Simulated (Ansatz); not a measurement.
**One shape, several levels: doublet AlNH3OF+**

We compute a comparison of 6 runs (UHF/STO-3G, U-r2SCAN0/cc-pVDZ, U-wB97M-V/cc-pVDZ, UCAM-B3LYP/cc-pVDZ, RPA@PBE/cc-pVDZ, UMP2/cc-pVDZ) of doublet AlNH3OF+. 

Program for the calculation: Ansatz 0.2.0.

126 further runs of the same task are left out: 126 set aside as unsound or not needed.

## (1) Starting point

AlNH3OF+: 7 atoms, total charge +1, spin state doublet. SMILES of the parent species: `[NH2][Al]([OH])[F]`. The coordinates come from a PBE0-D4/def2-TZVP relaxation. This is one conformer, not always the lowest. That shape belongs to the parent species and isn't relaxed for this state.

Bond lengths: N1–Al2 1.755 Å, Al2–O3 1.685 Å, Al2–F4 1.644 Å, N1–H5 1.006 Å, N1–H6 1.006 Å, O3–H7 0.954 Å. Angles: N1–Al2–O3 124.9°, N1–Al2–F4 118.1°, O3–Al2–F4 117.0°, Al2–N1–H5 123.7°, Al2–N1–H6 125.7°, Al2–O3–H7 124.9°, H5–N1–H6 110.6°.

## (2) A single-point energy at UHF/STO-3G (run 1)

The input, run.yaml:

```yaml
crystal:
  periodic: [false, false, false]
  atoms:
    - {symbol: N, position_ang: [-0.569800, 0.926800, -0.530800]}
    - {symbol: Al, position_ang: [-0.133300, -0.630000, 0.151800]}
    - {symbol: O, position_ang: [1.368400, -1.004200, 0.819000]}
    - {symbol: F, position_ang: [-1.265600, -1.822100, 0.146500]}
    - {symbol: H, position_ang: [-1.473200, 1.130200, -0.925100]}
    - {symbol: H, position_ang: [0.029600, 1.732300, -0.586700]}
    - {symbol: H, position_ang: [2.105200, -0.401000, 0.879500]}
basis:
  gaussian: {orbitals: STO-3G}
magnetization: {spin_polarized: true, initial_magnetization: 1}
accuracy: high
total_charge: 1
hamiltonian: {xc: hf}
output: {orbitals: {seedname: orbitals}}
```

The run is started by

```console
$ ansatz run run.yaml --threads 1 --pin off --max-ram 3480MiB --events-out events.jsonl --progress --plain --runs-dir runs
```

Log:

```text
Warning: RAYON_NUM_THREADS=1 ignored (pool sized by the plan → 1); use --threads N
Functional definition: HF
  name "HF"
  exchange = exact_x
  correlation = 0
528 factors; integrals over basis functions are off by at most 3.2e-8 eV
mean field evaluation 1: about -12682.3129 eV, gradient 2.6e1 eV
mean field evaluation 2: about -12682.3517 eV, gradient 2.6e1 eV
mean field evaluation 4: about -12688.0155 eV, gradient 1.9e0 eV
mean field evaluation 8: about -12688.0640 eV, gradient 2.9e-4 eV
mean field evaluation 16: about -12686.0934 eV, gradient 8.3e0 eV
mean field evaluation 32: about -12687.3718 eV, gradient 1.4e0 eV
mean field -12688.05940669 eV, -466.2775829204 hartree, gradient 2.2e-8 eV, S^2 0.759421; 1 other end points of the search recorded, 0 dependent functions left out
reference -12688.05940669 eV, -466.2775829204 hartree; 20, 19 occupied and 7, 8 virtual orbitals, 528 factors
Total energy: -12688.05940669 eV, -466.2775829204 hartree
```

It took 0.48 s on 1 thread of Arm Neoverse V1, shared host.

## (3) The energy at U-r2SCAN0/cc-pVDZ (run 2)

The input, molecule.yaml:

```yaml
basis:
  gaussian:
    orbitals: cc-pVDZ
crystal:
  periodic: [false, false, false]
  atoms:
    - {symbol: "N", position_ang: [-0.569800, 0.926800, -0.530800]}
    - {symbol: Al, position_ang: [-0.133300, -0.630000, 0.151800]}
    - {symbol: O, position_ang: [1.368400, -1.004200, 0.819000]}
    - {symbol: F, position_ang: [-1.265600, -1.822100, 0.146500]}
    - {symbol: H, position_ang: [-1.473200, 1.130200, -0.925100]}
    - {symbol: H, position_ang: [0.029600, 1.732300, -0.586700]}
    - {symbol: H, position_ang: [2.105200, -0.401000, 0.879500]}
total_charge: 1
magnetization:
  spin_polarized: true
  initial_magnetization: 1
hamiltonian:
  xc: {name: r2SCAN0}
accuracy: high
output:
  orbitals: {seedname: orbitals}
```

The run is started by

```console
$ ansatz run molecule.yaml --threads 1 --pin off --max-ram 3480MiB --events-out events.jsonl --progress --plain --runs-dir runs
```

Log:

```text
Warning: RAYON_NUM_THREADS=1 ignored (pool sized by the plan → 1); use --threads N
Functional definition: r2SCAN0
  name "r2SCAN0"
  parameter a = 0.25
  parameter k0 = 0.174
  parameter k1 = 0.065
  parameter a1 = 4.9479
  exchange = (1 - a)*r2scan_x(k0 = k0, k1 = k1, a1 = a1) + a*exact_x
  correlation = r2scan_c
1646 factors; integrals over basis functions are off by at most 3.8e-9 eV
mean field evaluation 1: about -12874.1693 eV, gradient 6.6e1 eV
mean field evaluation 2: about -12828.2619 eV, gradient 1.2e2 eV
mean field evaluation 4: about -12889.1753 eV, gradient 5.5e0 eV
mean field evaluation 8: about -12889.4263 eV, gradient 1.1e0 eV
mean field evaluation 16: about -12889.4316 eV, gradient 4.8e-4 eV
mean field -12889.43157145 eV, -473.6778734804 hartree, gradient 8.9e-8 eV, S^2 0.757333; 0 other end points of the search recorded, 0 dependent functions left out
reference -12889.43157510 eV, -473.6778736145 hartree; 20, 19 occupied and 55, 56 virtual orbitals, 1646 factors
Total energy: -12889.43157510 eV, -473.6778736145 hartree
```

It took 23 s on 1 thread of Arm Neoverse V1, shared host; peak memory 0.45 GiB.

Runs 3 to 4 aren't shown in full; the table further down has their settings and results.

## (4) A single-point energy at RPA@PBE/cc-pVDZ (run 5)

The input, job.yaml:

```yaml
basis:
  gaussian: {orbitals: cc-pVDZ}
crystal:
  periodic: [false, false, false]
  atoms:
    - {symbol: N, position_ang: [-0.569800, 0.926800, -0.530800]}
    - {symbol: Al, position_ang: [-0.133300, -0.630000, 0.151800]}
    - {symbol: O, position_ang: [1.368400, -1.004200, 0.819000]}
    - {symbol: F, position_ang: [-1.265600, -1.822100, 0.146500]}
    - {symbol: H, position_ang: [-1.473200, 1.130200, -0.925100]}
    - {symbol: H, position_ang: [0.029600, 1.732300, -0.586700]}
    - {symbol: H, position_ang: [2.105200, -0.401000, 0.879500]}
total_charge: 1
magnetization: {spin_polarized: true, initial_magnetization: 1}
hamiltonian: {xc: {name: PBE}}
correlation: {method: rpa, frozen_orbitals: {Al: 5, F: 1, H: 0, "N": 1, O: 1}}
accuracy: high
```

The run is started by

```console
$ ansatz run job.yaml --threads 1 --pin off --max-ram 3480MiB --events-out events.jsonl --progress --plain --runs-dir runs
```

Log, cut to the lines that bear on the results:

```text
Warning: RAYON_NUM_THREADS=1 ignored (pool sized by the plan → 1); use --threads N
Functional definition: PBE
  name "PBE"
[...]
1646 factors; integrals over basis functions are off by at most 3.8e-9 eV
[...]
mean field -12883.70241186 eV, -473.4673307487 hartree, gradient 4.2e-8 eV, S^2 0.754754; 4 other end points of the search recorded, 0 dependent functions left out
8 core orbitals not correlated: weight in the atoms' cores, before any rotation towards them, 1.000 or more for the frozen orbitals, at most 0.000 for the correlated occupied ones
reference -12848.71697984 eV, -472.1816398358 hartree; 12, 11 occupied and 55, 56 virtual orbitals, 1646 factors
Total energy: -12873.99908417 eV, -473.1107400331 hartree
```

It took 26 s on 1 thread of Arm Neoverse V1, shared host; peak memory 0.31 GiB.

## (5) A single-point energy at UMP2/cc-pVDZ (run 6)

The input, input.yaml:

```yaml
crystal:
  periodic: [false, false, false]
  atoms:
    - {symbol: N, position_ang: [-0.569800, 0.926800, -0.530800]}
    - {symbol: Al, position_ang: [-0.133300, -0.630000, 0.151800]}
    - {symbol: O, position_ang: [1.368400, -1.004200, 0.819000]}
    - {symbol: F, position_ang: [-1.265600, -1.822100, 0.146500]}
    - {symbol: H, position_ang: [-1.473200, 1.130200, -0.925100]}
    - {symbol: H, position_ang: [0.029600, 1.732300, -0.586700]}
    - {symbol: H, position_ang: [2.105200, -0.401000, 0.879500]}
basis:
  gaussian:
    orbitals: cc-pVDZ
total_charge: 1
magnetization:
  spin_polarized: true
  initial_magnetization: 1
correlation:
  method: mp2
  frozen_orbitals: {Al: 5, F: 1, H: 0, "N": 1, O: 1}
accuracy: high
```

The run is started by

```console
$ ansatz run input.yaml --threads 1 --pin off --max-ram 3480MiB --events-out events.jsonl --progress --plain --runs-dir runs
```

Log, cut to the lines that bear on the results:

```text
Warning: RAYON_NUM_THREADS=1 ignored (pool sized by the plan → 1); use --threads N
[... 2 set-up lines as earlier in the session ...]
[...]
1646 factors; integrals over basis functions are off by at most 3.8e-9 eV
[...]
mean field -12850.87350360 eV, -472.2608906225 hartree, gradient 1.2e-8 eV, S^2 0.757606; 3 other end points of the search recorded, 0 dependent functions left out
8 core orbitals not correlated: weight in the atoms' cores, before any rotation towards them, 1.000 or more for the frozen orbitals, at most 0.000 for the correlated occupied ones
reference -12850.87350360 eV, -472.2608906225 hartree; 12, 11 occupied and 55, 56 virtual orbitals, 1646 factors
second order -15.44667790 eV of doubles, -0.00000000 eV of singles
Total energy: -12866.32018150 eV, -472.8285455651 hartree
```

It took 5.1 s on 1 thread of Arm Neoverse V1, shared host; peak memory 0.24 GiB.

## (6) The series

| run | level | frozen core orbitals | energy (Eh) | HOMO energy (eV) | LUMO energy (eV) | ⟨S²⟩ | wall time |
| --- | --- | --- | --- | --- | --- | --- | --- |
| 1 | UHF/STO-3G | – | -466.277583 | -14.67 | -3.42 | 0.759 | 0.48 s |
| 2 | U-r2SCAN0/cc-pVDZ | – | -473.677874 | -14.84 | -12.31 | 0.757 | 23 s |
| 3 | U-wB97M-V/cc-pVDZ | – | -473.759531 | -16.94 | -10.59 | 0.754 | 1.9 min |
| 4 | UCAM-B3LYP/cc-pVDZ | – | -473.772179 | -15.99 | -11.63 | 0.755 | 15 s |
| 5 | RPA@PBE/cc-pVDZ | 8 | -473.110740 | – | – | 0.755 | 26 s |
| 6 | UMP2/cc-pVDZ | 8 | -472.828546 | – | – | 0.758 | 5.1 s |

## (7) Outcome

| quantity | value |
| --- | --- |
| run 6: total energy | -472.82855 Eh |
| run 6: correlation energy (8 core orbitals frozen) | -567.7 mEh |
| run 6: ⟨S²⟩ of the reference determinant | 0.758 |

**Reading.** Totals of different functionals can't be ranked against each other. In run 1 the basis is minimal, so the values are rough. All runs together took 3 min, the longest 1.9 min.
